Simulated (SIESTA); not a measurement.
NbAl6Mo:

```
CELL_PARAMETERS angstrom
3.83578 0.00000 0.00000
0.00000 3.83578 0.00000
0.00000 0.00000 8.49633
ATOMIC_POSITIONS crystal
Mo 0.00000 0.00000 0.00000
Nb 0.50000 0.50000 0.50000
Al 0.00000 0.50000 0.75421
Al 0.50000 0.00000 0.24579
Al 0.50000 0.00000 0.75421
Al 0.00000 0.50000 0.24579
Al 0.00000 0.00000 0.50000
Al 0.50000 0.50000 0.00000
```

The cell comes from a database or a generator and needn't be the stable form of this composition.

| Item | Value |
| --- | --- |
| Program | SIESTA 5.4.2 |
| Task | single point |
| Functional | PBEsol |
| Potentials or basis | PseudoDojo 0.4 standard (PBEsol files) |
| Basis | DZP (energy shift 0.003 Ry; two zetas on semicore shells) |
| Grid cutoff | 800 Ry |
| Energy shift | 0.003 Ry |
| k mesh | 7 × 7 × 3 |
| Occupations | fermi-dirac, width 0.05 eV |
| Spin | no spin polarisation |

On this cell: pressure -2.9 GPa; largest force 0.052 eV/Å; band gap on the k mesh none (metal or under the smearing width).

The same run follows on a disturbed copy (atoms moved at random, drawn with an rms of 0.05 Å):

```
Mo Nb Al
1.0
     3.83578    0.00000    0.00000
     0.00000    3.83578    0.00000
     0.00000    0.00000    8.49633
Mo Nb Al
1 1 6
Direct
  0.99819 0.99703 0.00084
  0.50362 0.50090 0.49732
  0.00174 0.48380 0.74750
  0.50091 0.00049 0.24525
  0.50732 0.98989 0.75816
  0.00491 0.51088 0.24603
  0.99728 0.98760 0.49956
  0.50622 0.51115 0.00290
```

Question: What changes?

Answer: The energy (extrapolated to zero smearing) moves by +8.5 meV/atom; pressure -2.7 GPa; largest force 0.540 eV/Å; band gap on the k mesh none (metal or under the smearing width).

Forces in eV/Å, atoms in the order of the input:
```
Mo   0.269  0.290 -0.210
Nb  -0.191 -0.453  0.222
Al   0.119  0.257  0.333
Al   0.067  0.241  0.094
Al  -0.200  0.062 -0.293
Al  -0.105 -0.391 -0.003
Al   0.227  0.452 -0.010
Al  -0.185 -0.457 -0.133
```

Stress tensor (GPa, compression positive):
```
-2.74  0.15 -0.09
 0.15 -2.57  0.19
-0.09  0.19 -2.71
```

Caveats: the basis of atomic orbitals isn't converged, which shifts pressures, moduli and gaps.
